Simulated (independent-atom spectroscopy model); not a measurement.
# Specular reflectivity of the stack AlN/InP

Aim: the reflectivity curve of a film of AlN on InP at 6930.3 eV, its critical edge and its fringes.

Program: independent-atom spectroscopy model, version 2. Model: specular X-ray reflectivity by Parratt recursion with Nevot-Croce roughness and Henke factors; layers from the top, each with the roughness of its top surface, no beam divergence or background. All values are calculated.

### Step 1. The sample, from the top down

```
layer  thickness (nm)  density (g/cm³)  roughness of its top (nm)
  AlN            18.1             2.92                       0.73
  InP       substrate             4.81                       0.15
```

### Step 2. Parratt recursion

Settings:

```json
{
  "layers": ["AlN", "InP"],
  "layer_density": [2.92, 4.81],
  "layer_thickness": [18.1, null],
  "layer_roughness": [0.73, 0.15],
  "photon_energy": 6930.3,
  "grazing_angle": [0.1, 0.15, 0.2, 0.25, 0.3, 0.35, 0.4, 0.45, 0.5, 0.55, 0.6, 0.65, 0.7, 0.75, 0.8, 0.85, 0.9, 0.95, 1.0, 1.05, 1.1, 1.15, 1.2, 1.25, 1.3, 1.35, 1.4, 1.45, 1.5, 1.55, 1.6, 1.65, 1.7, 1.75, 1.8, 1.85, 1.9, 1.95, 2.0, 2.05]
}
```

Units: layer_density in g/cm³, layer_thickness in nm, layer_roughness in nm, photon_energy in eV, grazing_angle in degrees.

What does the calculation give? Wanted: angle of half reflection; minima past half reflection; their mean spacing, the first left out; reflectivity at 2.05°.

**Answer**, as computed:

| quantity | value |
| --- | --- |
| wavelength | 1.7890 Å |
| angle of half reflection | 0.309° |
| minima past half reflection | 7 |
| their mean spacing, the first left out | 0.270° |
| reflectivity at 2.05° (q = 2.51 1/nm) | 9.0e-06 |

In words: Past about 0.31° the stack reflects less than half of the beam. Minima follow each other every 0.270°; λ/2d for the whole 18.1 nm gives 0.283°, so the fringes measure the total thickness. From the first angle to the last the reflectivity drops by 5.0 orders of magnitude. A measurement adds beam divergence and background, which fill sharp minima.
